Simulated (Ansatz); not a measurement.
Born–Oppenheimer molecular dynamics of a periodic cell of 16 atoms, Li (start crystal Li, start structure bcc, volume 1.05 times the crystal's). It starts from a structure without forces on its atoms.

Level of theory: Ansatz, DFT PBE-D3(BJ), scalar-relativistic, plane waves, PAW. Settings: cutoff 420 eV, k mesh 2x2x2, fermi-dirac smearing 0.16 eV, no spin polarisation.

```json
{"ensemble": "NVT, Langevin thermostat", "time step": "1.5 fs", "steps asked": "250", "set temperature": "1800 K", "friction": "0.02 /fs", "seed": "658452"}
```

First frame:

```xyz
16
Lattice="7.0944 0.0000 0.0000 0.0000 7.0944 0.0000 0.0000 0.0000 7.0944" Properties=species:S:1:pos:R:3
Li 0.000 0.000 0.000
Li 3.547 0.000 0.000
Li 0.000 3.547 0.000
Li 0.000 0.000 3.547
Li 1.774 1.774 1.774
Li 3.547 3.547 0.000
Li 3.547 0.000 3.547
Li 5.321 1.774 1.774
Li 0.000 3.547 3.547
Li 1.774 5.321 1.774
Li 1.774 1.774 5.321
Li 3.547 3.547 3.547
Li 5.321 5.321 1.774
Li 5.321 1.774 5.321
Li 1.774 5.321 5.321
Li 5.321 5.321 5.321
```

Task: What does the run give?

Result: The run went to its last step.

- steps done: 250
- time covered: 375 fs
- mean temperature over the second half: 1659 K
- spread of the potential energy over the second half: 37.0 meV per atom
- mean potential energy of the second half above the start: 250.2 meV per atom

A run of 0.38 ps of so small a system gives no equilibrium averages. Limits of this set-up: coarse k mesh.

Task: What happens to the structure?

Result: Mean squared displacements from the first frame to the last, about the centre of mass: Li 2.47 Å². This is one draw of velocities; another would differ in detail.

Task: How do temperature and energy run in time?

Result: 
| time (fs) | T (K) | potential energy less start (eV) |
| --- | --- | --- |
| 0.0 | 1688 | 0.000 |
| 30.0 | 956 | 2.137 |
| 60.0 | 1291 | 1.884 |
| 90.0 | 1159 | 2.914 |
| 120.0 | 1771 | 2.483 |
| 150.0 | 2046 | 3.425 |
| 180.0 | 1525 | 2.761 |
| 210.0 | 1705 | 3.342 |
| 240.0 | 1527 | 3.914 |
| 270.0 | 1454 | 4.053 |
| 300.0 | 1485 | 4.637 |
| 330.0 | 1622 | 4.342 |
| 360.0 | 1521 | 4.616 |

Time of the run: 13 min on 1 thread of Arm Neoverse V2, on a shared host, peak memory 0.52 GiB.
